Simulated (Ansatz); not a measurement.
**BBrClH₃Si: one species, many methods**

The task here is to estimate one member of a computed series from the others.

Computed with Ansatz 0.2.0, Gaussian basis. Level: functionals in def2-TZVPP, the program's frozen cores in correlated methods.

The runs, in order: LDA (SPW92), PBE-D4, revPBE-D4, BLYP-D4, r2SCAN-D4, B97M-V, PBE0-D4, B3LYP-D4, r2SCANh-D4, r2SCAN0-D4, HSE06-D4, BHLYP-D4, CAM-B3LYP-D4, LC-ωPBE, ωB97X-V, ωB97M-V, B2PLYP, PBE-QIDH; CCSD(T)/def2-SVP; CCSD(T)/def2-TZVPP; MP2/def2-QZVPP; extrapolation to the limit; RPA on PBE.

## The relaxed structure

The geometry comes from an earlier relaxation with PBE0-D4 in a triple-zeta def2 set; it is a stationary point, not always the lowest conformer.

SMILES `Cl[SiH2]BBr`, 7 atoms, charge 0, spin multiplicity 1.

Atoms are counted from 1 here; the program's logs count them from 0.

Bond lengths: Cl1–Si2 2.062 Å, Si2–B3 2.009 Å, Si2–H5 1.485 Å, Si2–H6 1.485 Å, B3–Br4 1.898 Å, B3–H7 1.190 Å. Angles: Cl1–Si2–B3 111.6°, Cl1–Si2–H5 108.0°, Cl1–Si2–H6 108.0°, B3–Si2–H5 110.0°, B3–Si2–H6 110.2°, H5–Si2–H6 108.9°, Si2–B3–Br4 116.6°, Si2–B3–H7 126.9°, Br4–B3–H7 116.5°.

Set-up of the first run:

in.yaml reads:

```yaml
crystal:
  periodic: [false, false, false]
  atoms:
    - {symbol: Cl, position_ang: [0.213434, 2.483234, 0.253669]}
    - {symbol: Si, position_ang: [-0.557282, 0.572622, 0.168522]}
    - {symbol: B, position_ang: [0.864652, -0.780540, -0.260240]}
    - {symbol: Br, position_ang: [0.310426, -2.593697, -0.352369]}
    - {symbol: H, position_ang: [-1.613153, 0.549412, -0.876093]}
    - {symbol: H, position_ang: [-1.174199, 0.267157, 1.484661]}
    - {symbol: H, position_ang: [2.017521, -0.566088, -0.463951]}
basis:
  gaussian: {orbitals: def2-TZVPP}
hamiltonian: {xc: lda}
output: {orbitals: {seedname: orbitals}}
```

Command:

```
> ansatz run in.yaml --threads 2 --pin off --events-out ev --progress --plain --max-ram 4352MiB
```

Steps of the session up to this table: LDA; PBE-D4 (GGA); revPBE-D4 (GGA); BLYP-D4 (GGA); r2SCAN-D4 (meta-GGA); B97M-V (meta-GGA); PBE0-D4 (hybrid); B3LYP-D4 (hybrid); r2SCANh-D4 (hybrid); r2SCAN0-D4 (hybrid); HSE06-D4 (hybrid); BHLYP-D4 (hybrid); CAM-B3LYP-D4 (range-separated); LC-ωPBE (range-separated); ωB97X-V (range-separated); ωB97M-V (range-separated); B2PLYP (double hybrid); PBE-QIDH (double hybrid).

One table of the session follows, with a row left open; its other results are not shown here.

It belongs to the step «Orbital energies across the functionals». 

```
  functional  HOMO (eV)  LUMO (eV)  gap (eV)
 LDA (SPW92)      -6.85      -3.86      3.00
      PBE-D4      -6.74      -3.61      3.13
   revPBE-D4      -6.70      -3.52      3.18
     BLYP-D4      -6.61      -3.42      3.20
   r2SCAN-D4      -7.02      -3.39      3.64
      B97M-V      -7.13      -3.44      3.69
     PBE0-D4      -7.97      -2.72      5.26
    B3LYP-D4      -7.76      -2.87      4.89
  r2SCANh-D4      -7.47      -3.07      4.41
  r2SCAN0-D4      -8.15      -2.59      5.57
    HSE06-D4      -7.58      -3.10      4.48
    BHLYP-D4      -9.10      -1.66      7.44
CAM-B3LYP-D4          ?          ?         ?
     LC-ωPBE     -10.62      -0.47     10.15
     ωB97X-V     -10.29      -0.54      9.75
     ωB97M-V     -10.11      -0.72      9.38
```

Estimate the missing values for CAM-B3LYP-D4.

The run gave: HOMO (eV): -9.30; LUMO (eV): -1.57; gap (eV): 7.73. In the column «HOMO (eV)» it lies between ωB97M-V (-10.11) and BHLYP-D4 (-9.10).
